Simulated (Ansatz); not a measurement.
# ClGaH3N (SMILES [NH2][GaH][Cl]): functionals against CCSD(T) at one geometry

An exercise on one series of results from a longer session: the logs are not shown, and one member is left open.

Method: single points in def2-TZVPP; program: Ansatz 0.2.0, Gaussian basis.

Cores are frozen in the correlated methods. Filled d shells of the heavier atoms are correlated.

## The system as given

SMILES `[NH2][GaH][Cl]`, 6 atoms, charge 0, spin multiplicity 1.

Atoms are counted from 1 here; the program's logs count them from 0.

Bond lengths: N1–Ga2 1.852 Å, N1–H4 1.063 Å, N1–H5 1.028 Å, Ga2–Cl3 2.039 Å, Ga2–H6 1.577 Å. Angles: Ga2–N1–H4 115.1°, Ga2–N1–H5 134.4°, H4–N1–H5 110.4°, N1–Ga2–Cl3 121.0°, N1–Ga2–H6 114.9°, Cl3–Ga2–H6 123.2°.

Coordinates:

```xyz
6
ClGaH3N
N    -0.24120    0.68250    0.75490
Ga    0.01680   -0.58370   -0.57170
Cl    1.88270   -1.27620   -1.01350
H     0.62600    0.92910    1.31790
H    -1.05780    1.19450    1.11120
H    -1.24690   -0.87260   -1.47030
```

Set-up of the first run:

Contents of run/in.yaml:

```yaml
crystal:
  periodic: [false, false, false]
  atoms:
    - {symbol: N, position_ang: [-0.241200, 0.682500, 0.754900]}
    - {symbol: Ga, position_ang: [0.016800, -0.583700, -0.571700]}
    - {symbol: Cl, position_ang: [1.882700, -1.276200, -1.013500]}
    - {symbol: H, position_ang: [0.626000, 0.929100, 1.317900]}
    - {symbol: H, position_ang: [-1.057800, 1.194500, 1.111200]}
    - {symbol: H, position_ang: [-1.246900, -0.872600, -1.470300]}
basis:
  gaussian: {orbitals: def2-TZVPP}
correlation: {method: ccsd_t}
output: {forces: true}
```

No record of the launch command was kept for these runs.

Among the steps run: CCSD(T)/def2-TZVPP; PBE0-D4/def2-TZVPP; wB97M-V/def2-TZVPP; r2SCAN-D4/def2-TZVPP; PBE-D4/def2-TZVPP; B97M-V/def2-TZVPP; HSE06-D4/def2-TZVPP.

One table of the session follows, with a row left open; its other results are not shown here.

```
   method  RMS force component (eV/Å)  angle to CCSD(T) forces (°)  dipole (D)
  CCSD(T)                       1.201                    reference        1.54
  PBE0-D4                       1.184                          2.9        1.57
  wB97M-V                           ?                            ?           ?
r2SCAN-D4                       1.159                          2.3        1.63
   PBE-D4                       1.126                          5.6        1.64
   B97M-V                       1.184                          5.2        1.58
 HSE06-D4                       1.184                          2.7        1.57
```

Estimate the missing values for wB97M-V.

As computed: RMS force component (eV/Å): 1.204; angle to CCSD(T) forces (°): 1.9; dipole (D): 1.52. In the column «RMS force component (eV/Å)» it is the highest.
